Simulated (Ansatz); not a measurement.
Geometry optimisation, DFT PBE, scalar-relativistic, plane waves, PAW (Ansatz).

Input file:

```yaml
crystal:
  lattice:
    - [7.398, 0.0, 0.0]
    - [-3.699, 6.406856, 0.0]
    - [0.0, 0.0, 11.0]
  atoms:
    - { symbol: C, position: [0.0, 0.0, 0.0909091] }
    - { symbol: C, position: [0.2222222, 0.1111111, 0.0909091] }
    - { symbol: C, position: [0.0, 0.3333333, 0.0909091] }
    - { symbol: C, position: [0.2222222, 0.4444444, 0.0909091] }
    - { symbol: C, position: [0.0, 0.6666667, 0.0909091] }
    - { symbol: C, position: [0.2222222, 0.7777778, 0.0909091] }
    - { symbol: C, position: [0.3333333, 0.0, 0.0909091] }
    - { symbol: C, position: [0.5555556, 0.1111111, 0.0909091] }
    - { symbol: C, position: [0.3333333, 0.3333333, 0.0909091] }
    - { symbol: C, position: [0.5555556, 0.4444444, 0.0909091] }
    - { symbol: C, position: [0.3333333, 0.6666667, 0.0909091] }
    - { symbol: C, position: [0.5555556, 0.7777778, 0.0909091] }
    - { symbol: C, position: [0.6666667, 0.0, 0.0909091] }
    - { symbol: C, position: [0.8888889, 0.1111111, 0.0909091] }
    - { symbol: C, position: [0.6666667, 0.3333333, 0.0909091] }
    - { symbol: C, position: [0.8888889, 0.4444444, 0.0909091] }
    - { symbol: C, position: [0.6666667, 0.6666667, 0.0909091] }
    - { symbol: C, position: [0.8888889, 0.7777778, 0.0909091] }
    - { symbol: O, position: [0.7042442, 0.2950016, 0.2154545] }
    - { symbol: H, position: [0.5820329, 0.3037453, 0.2336364] }
    - { symbol: H, position: [0.6658311, 0.1534269, 0.2336364] }
basis:
  ecutwfc: 420.0
kpoints:
  mp_grid: { grid: [2, 2, 1] }
hamiltonian:
  xc: pbe
scf:
  occupations: { method: gaussian, width: 0.05 }
  lower_state_search: "off"
relax:
  f_tol: 0.03
  max_steps: 60
  adjacent_minimum: "off"
output:
  write_density: true
  write_potential: true
  elf: true
  volumetric_format: npy
```

Command:

```bash
$ ansatz run input.yaml --threads 1 --pin off --max-ram 3072MiB --backend cpu --events-out ev --progress --plain --runs-dir out
```

Problem. Where does it end, and by what steps?

Solution. The forces met the threshold. The force dipped under the threshold on the way, but the program's further checks kept it going. Limits of this set-up: slab without dipole correction, no dispersion correction for a molecule that may bind weakly. After 37 steps the energy has fallen by 7.365 eV; H20 moved furthest, 2.24 Å. The start is strongly strained (largest force component 13 eV/Å), so its close contacts needn't be bonds. Parted: C15–O19.

| step | energy less start (eV) | largest force component (eV/Å) | accepted |
| --- | --- | --- | --- |
| 0 | 0.0000 | 12.792 | yes |
| 2 | -4.6108 | 4.171 | yes |
| 4 | -6.3369 | 1.873 | yes |
| 6 | -6.9927 | 0.897 | yes |
| 8 | -7.2686 | 0.454 | yes |
| 10 | -7.3386 | 0.388 | yes |
| 12 | -7.3445 | 0.318 | yes |
| 14 | -7.3505 | 0.027 | yes |
| 16 | -7.3530 | 0.468 | yes |
| 18 | -7.3575 | 0.098 | yes |
| 20 | -7.3583 | 0.023 | yes |
| 22 | -7.3590 | 0.132 | yes |
| 24 | -7.3607 | 0.190 | yes |
| 26 | -7.3622 | 0.125 | yes |
| 28 | -7.3627 | 0.016 | yes |
| 30 | -7.3626 | 0.388 | no |
| 32 | -7.3643 | 0.076 | yes |
| 34 | -7.3647 | 0.033 | yes |
| 36 | -7.3600 | 0.294 | no |
| 37 | -7.3649 | 0.007 | yes |

```xyz
21
Lattice="7.3980 0.0000 0.0000 -3.6990 6.4069 0.0000 0.0000 0.0000 11.0000" Properties=species:S:1:pos:R:3
C 0.065 0.007 0.718
C 1.312 0.727 0.719
C -1.164 2.157 0.717
C 0.065 2.867 0.718
C -2.387 4.282 0.718
C -1.164 4.987 0.719
C 2.535 0.021 0.720
C 3.764 0.731 0.721
C 1.312 2.147 0.718
C 2.535 2.853 0.718
C 0.065 4.278 0.718
C 1.313 4.999 0.718
C 5.012 0.010 0.719
C 6.234 0.717 0.718
C 3.764 2.144 0.719
C 5.012 2.864 0.718
C 2.535 4.293 0.718
C 3.764 5.002 0.718
O 3.826 1.550 4.345
H 2.984 1.731 4.790
H 3.567 1.301 3.443
```

Time of the run: 3.9 min on 1 thread of Arm Neoverse V2, on a shared host, peak memory 0.65 GiB.
